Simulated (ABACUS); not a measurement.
HPbNO4, 7 atoms in the cell. The typed cell holds 7 atoms: a = 4.204 Å, b = 4.339 Å, c = 6.729 Å, α = 71.95°, β = 72.29°, γ = 62.23°. The cell was built by a generator and needn't be a form met in nature.

- Program: ABACUS 3.10.1
- Task: single point
- Functional: PBEsol
- Potentials or basis: SG15 ONCV 1.2 PBE
- Cutoff: 1143 eV
- Density cutoff: 4572 eV
- Basis: plane waves
- k mesh: 5 × 5 × 3
- Occupations: fermi-dirac, width 0.05 eV
- Spin: no spin polarisation
- Radial cutoff of the potentials (pseudo_rcut): 7 bohr
- SCF threshold on the density: 1e-08
- Max SCF steps: 100
- Eigensolver: dav
- Mixing: broyden
- Mixing share: 0.7
- Symmetry key: 1
- Bands: 33

Potentials or basis: SG15 ONCV 1.2 PBE, plane waves.

The run is started by

```console
$ OMP_NUM_THREADS=1 mpirun -np 4 abacus > log
```

Hardware: 4 MPI ranks on Intel(R) Xeon(R) 6975P-C (Granite Rapids), with other jobs on the host.

Task: Estimate the wall time of this run.

Result: It took 50 s on 4 MPI ranks on Intel(R) Xeon(R) 6975P-C (Granite Rapids) (shared host), peak memory 0.96 GiB a rank. Counts: scf iterations 11, k points 38, bands 33, ranks 4.
